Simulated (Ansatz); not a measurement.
**C₂H₆BFO: one species, many methods**

Aim: compute C₂H₆BFO with functionals from several rungs and with coupled cluster. The yardstick is the atomisation energy at the CCSD(T) limit.

Computed with Ansatz 0.2.0, Gaussian basis. Level: functionals in def2-TZVPP, the program's frozen cores in correlated methods.

The runs, in order: PBE-D4, r2SCAN-D4, PBE0-D4, B3LYP-D4, ωB97X-V, ωB97M-V, B2PLYP; CCSD(T)/def2-TZVPP; MP2/def2-QZVPP; extrapolation to the limit.

## Step 1: The relaxed structure

An earlier PBE0-D4 in a triple-zeta def2 set relaxation fixed the geometry.

SMILES `CBC(O)F`, 11 atoms, charge 0, spin multiplicity 1.

Atoms are counted from 1 here; the program's logs count them from 0.

Bond lengths: C1–B2 1.547 Å, C1–H6 1.103 Å, C1–H7 1.093 Å, C1–H8 1.091 Å, B2–C3 1.592 Å, B2–H9 1.196 Å, C3–O4 1.374 Å, C3–F5 1.413 Å, C3–H10 1.098 Å, O4–H11 0.962 Å. Angles: B2–C1–H6 104.3°, B2–C1–H7 115.1°, B2–C1–H8 114.4°, H6–C1–H7 106.1°, H6–C1–H8 105.7°, H7–C1–H8 110.2°, C1–B2–C3 121.9°, C1–B2–H9 122.2°, C3–B2–H9 115.6°, B2–C3–O4 110.8°, B2–C3–F5 103.3°, B2–C3–H10 116.0°, O4–C3–F5 110.3°, O4–C3–H10 111.5°, F5–C3–H10 104.3°, C3–O4–H11 109.7°.

## Step 2: PBE-D4 (GGA)

Input file in.yaml:

```yaml
crystal:
  periodic: [false, false, false]
  atoms:
    - {symbol: C, position_ang: [-1.598336, 0.217121, 0.462401]}
    - {symbol: B, position_ang: [-0.085604, -0.032908, 0.670657]}
    - {symbol: C, position_ang: [0.935631, -0.078905, -0.549521]}
    - {symbol: O, position_ang: [1.913615, -1.019459, -0.333498]}
    - {symbol: F, position_ang: [1.494910, 1.218223, -0.553003]}
    - {symbol: H, position_ang: [-1.696909, 1.316099, 0.473575]}
    - {symbol: H, position_ang: [-1.994420, -0.113378, -0.500650]}
    - {symbol: H, position_ang: [-2.231485, -0.144099, 1.274267]}
    - {symbol: H, position_ang: [0.406027, -0.097085, 1.758978]}
    - {symbol: H, position_ang: [0.489288, -0.184677, -1.547412]}
    - {symbol: H, position_ang: [2.432683, -1.137831, -1.135294]}
basis:
  gaussian: {orbitals: def2-TZVPP}
hamiltonian: {xc: pbe, dispersion: d4}
output: {forces: true, orbitals: {seedname: orbitals}}
```

Run with:

```bash
$ ansatz run in.yaml --threads 4 --pin off --events-out ev --progress --plain --max-ram 10444MiB
```

Further steps of the session: r2SCAN-D4 (meta-GGA); PBE0-D4 (hybrid); B3LYP-D4 (hybrid); ωB97X-V (range-separated); ωB97M-V (range-separated); B2PLYP (double hybrid); CCSD(T) in def2-TZVPP; MP2 in def2-QZVPP.

Before running them: what should the planned runs give, taken together? Wanted: atomisation energy, CCSD(T)/CBS; farthest; mean size of error, hybrid; mean size of error, range-separated; gap, smallest and largest; T1 diagnostic; triples share of the correlation energy.

As calculated:

```
                               quantity                                 value
        atomisation energy, CCSD(T)/CBS                       1000.8 kcal/mol
functionals within 5.0 kcal/mol (0.5 %)                     B3LYP-D4, ωB97X-V
                               farthest               PBE-D4 (+27.4 kcal/mol)
             mean size of error, hybrid                          4.6 kcal/mol
    mean size of error, range-separated                          5.2 kcal/mol
              gap, smallest and largest  4.59 eV (PBE-D4), 11.95 eV (ωB97X-V)
                          T1 diagnostic                                0.0122
triples share of the correlation energy                                 3.4 %
```

What this shows: PBE-D4 misses by +27.4 kcal/mol. Double hybrids carry the basis error of their MP2 part in triple zeta, and no dispersion term here, so their miss is partly the set-up's. The reference freezes the cores and leaves out relativity and excitations past (T), so misses under about 5.0 kcal/mol can't be ranked. Hartree-Fock recovers 74 % of the binding; the rest is correlation. Orbital gaps span 4.6 to 11.9 eV; exact exchange widens them.
